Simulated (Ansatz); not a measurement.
# C3H8BF: basis-set convergence

How large a basis does C3H8BF need? Two functionals are run in growing sets.

The runs use Ansatz 0.2.0, Gaussian basis; one geometry, several basis sets.

Plan: PBE0-D4/def2-SVP; ωB97M-V/def2-SVP; PBE0-D4/def2-QZVPP; ωB97M-V/def2-QZVPP; the functionals' def2-TZVPP values are taken from earlier runs.

## 1. Structure used throughout

All runs share one geometry, relaxed beforehand with PBE0-D4 in a triple-zeta def2 set.

13 atoms, charge 0, spin multiplicity 1.

Atoms are counted from 1 here; the program's logs count them from 0.

Bond lengths: B1–C2 1.563 Å, B1–H6 1.196 Å, B1–H7 1.193 Å, C2–C3 1.523 Å, C2–C4 1.523 Å, C2–F5 1.409 Å, C3–H8 1.092 Å, C3–H9 1.093 Å, C3–H10 1.091 Å, C4–H11 1.092 Å, C4–H12 1.091 Å, C4–H13 1.093 Å. Angles: C2–B1–H6 118.2°, C2–B1–H7 121.4°, H6–B1–H7 120.4°, B1–C2–C3 110.5°, B1–C2–C4 110.7°, B1–C2–F5 111.0°, C3–C2–C4 111.3°, C3–C2–F5 106.6°, C4–C2–F5 106.7°, C2–C3–H8 111.3°, C2–C3–H9 109.2°, C2–C3–H10 110.9°, H8–C3–H9 108.1°, H8–C3–H10 108.6°, H9–C3–H10 108.8°, C2–C4–H11 111.3°, C2–C4–H12 110.8°, C2–C4–H13 109.2° and more.

## 2. PBE0-D4 in def2-SVP

Input file in.yaml:

```yaml
crystal:
  periodic: [false, false, false]
  atoms:
    - {symbol: B, position_ang: [-1.065823, 1.121868, -0.368672]}
    - {symbol: C, position_ang: [0.170195, 0.167396, -0.310358]}
    - {symbol: C, position_ang: [0.913629, 0.339079, 1.008225]}
    - {symbol: C, position_ang: [-0.257584, -1.279510, -0.518912]}
    - {symbol: F, position_ang: [1.090251, 0.468181, -1.334645]}
    - {symbol: H, position_ang: [-1.931318, 0.976033, 0.444255]}
    - {symbol: H, position_ang: [-1.152744, 1.976912, -1.196286]}
    - {symbol: H, position_ang: [1.253366, 1.368644, 1.141482]}
    - {symbol: H, position_ang: [1.792513, -0.311344, 1.012507]}
    - {symbol: H, position_ang: [0.275025, 0.071966, 1.851881]}
    - {symbol: H, position_ang: [-0.757330, -1.410907, -1.481266]}
    - {symbol: H, position_ang: [-0.937071, -1.601355, 0.272061]}
    - {symbol: H, position_ang: [0.627188, -1.921760, -0.505574]}
basis:
  gaussian: {orbitals: def2-SVP}
hamiltonian: {xc: pbe0, dispersion: d4}
output: {orbitals: {seedname: orbitals}}
```

The run is started by

```sh
$ ansatz run in.yaml --threads 4 --pin off --events-out ev --progress --plain --max-ram 10444MiB
```

The runs that follow: ωB97M-V in def2-SVP; PBE0-D4 in def2-QZVPP; ωB97M-V in def2-QZVPP.

Before running them: what should the planned runs give, taken together? Wanted: PBE0-D4: double and triple zeta above quadruple; ωB97M-V: double and triple zeta above quadruple.

**Answer**, as computed:

| quantity | value |
| --- | --- |
| PBE0-D4: double and triple zeta above quadruple | 7.98, 0.37 eV |
| ωB97M-V: double and triple zeta above quadruple | 8.35, 0.36 eV |

What this shows: PBE0-D4 gains 7.61 eV from double to triple zeta, then 0.37 eV more. These are total energies; as a rule much of such shifts cancels in differences, which this series doesn't test.
